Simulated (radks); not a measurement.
# Ionisation of Ne: one atom, several choices of functional

One table from this session's results is given with a row withheld; the runs are named, their logs left out.

Program: radks (a radial shooting solver on a logarithmic mesh, Libxc functionals) version 1. Level of theory: scalar-relativistic Kohn-Sham, spin-polarised, spherical densities, finite nucleus; open shells are filled with parallel spins first. These are calculated values, not measurements, unless marked.

### Starting point

- element: neon (Z = 10)
- charge: 0
- electrons: 10
- configuration: [Ne]
- ion: Ne⁺, [He] 2s2 2p5
- choices: PBE; OLYP; revPBE; LDA (Slater exchange, Perdew-Wang correlation); B86b exchange with PBE correlation; PBEsol; exchange-only B88; XLYP

Outer shells as boxes (Hund's rule):

Ne
```
[He] core
2s [↑↓]
2p [↑↓][↑↓][↑↓]
```

Ne⁺
```
[He] core
2s [↑↓]
2p [↑↓][↑↓][↑ ]
```

The first run:

Input:

```text
Z 10
configuration [Ne]
relativity scalar-relativistic
functional pbe,pbe
spin polarised
nucleus finite rms 3.0055 fm
c 137.035999084
```

Steps of the session up to this table: PBE: Ne; PBE: Ne⁺; OLYP: Ne; OLYP: Ne⁺; revPBE: Ne; revPBE: Ne⁺; LDA (Slater exchange, Perdew-Wang correlation): Ne; LDA (Slater exchange, Perdew-Wang correlation): Ne⁺; B86b exchange with PBE correlation: Ne; B86b exchange with PBE correlation: Ne⁺; PBEsol: Ne; PBEsol: Ne⁺; exchange-only B88: Ne; exchange-only B88: Ne⁺; XLYP: Ne; XLYP: Ne⁺.

One of the session's tables, all rows but one given; the rest of the session is left out.

| functional | E(Ne) (hartree) | Δ-SCF (eV) | −ε(HOMO) (eV) | <r> HOMO (bohr) |
| --- | --- | --- | --- | --- |
| PBE | -129.01342 | 21.969 | 13.334 | 0.9815 |
| OLYP | -129.10347 | 21.954 | 13.359 | 0.9799 |
| revPBE | ? | ? | ? | ? |
| LDA (Slater exchange, Perdew-Wang correlation) | -128.37482 | 22.167 | 13.534 | 0.9815 |
| B86b exchange with PBE correlation | -129.09758 | 22.015 | 13.370 | 0.9808 |
| PBEsol | -128.67179 | 21.890 | 13.271 | 0.9813 |
| exchange-only B88 | -128.73733 | 20.875 | 12.358 | 0.9862 |
| XLYP | -129.18915 | 22.040 | 13.411 | 0.9834 |

**Question.** Estimate the row for revPBE.

As computed: E(Ne) (hartree): -129.08269; Δ-SCF (eV): 21.893; −ε(HOMO) (eV): 13.260; <r> HOMO (bohr): 0.9813. In the column «E(Ne) (hartree)» it lies between B86b exchange with PBE correlation (-129.09758) and PBE (-129.01342).

Open shells are spherical and high-spin; term and fine-structure splittings are not resolved.
